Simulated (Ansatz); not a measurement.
Runs of Ansatz 0.2.0 on NbTe. Symmetry: P-6m2, No. 187, hexagonal system. Conventional cell: a = 3.703 Å, b = 3.703 Å, c = 3.694 Å, α = 90.00°, β = 90.00°, γ = 120.00°. Te (site symmetry -6m2) has 6 Nb at 2.83 Å as nearest neighbours. Around Nb (site symmetry -6m2) lie 6 Te at 2.83 Å. The cell comes from a database or a generator and needn't be the stable form of this composition.

| level | cutoff (eV) | gap on the mesh (eV) | pressure (GPa) |
| --- | --- | --- | --- |
| PBE | 420 | none | -0.6 |
| LDA | 420 | none | -7.5 |
| revPBE | 420 | none | 0.9 |
| RPBE | 420 | none | (b) |
| r2SCAN | 500 | none | (a) |
| BLYP | 420 | none | 6.6 |
| PBEsol | 420 | none | -5.2 |

Alike in all rows: task band structure; potentials or basis Ansatz PAW; no spin polarisation; cell as given; k mesh 8 × 8 × 7; smearing fermi-dirac 0.05 eV.

**Question.** Fill in the values left out.

**Answer.** (a) -1.5; (b) 1.5.

Caveats: spin-orbit coupling is left out, which moves the levels of the heavy elements; the PAW data sets come from PBE, with cores solved anew for the run's functional, which leaves a small shift of forces and pressure (some runs).

A k mesh can miss the band edges, and the runs leave out spin-orbit coupling on Nb, Te.

A gap of «none» marks a metal or a gap under the smearing width.
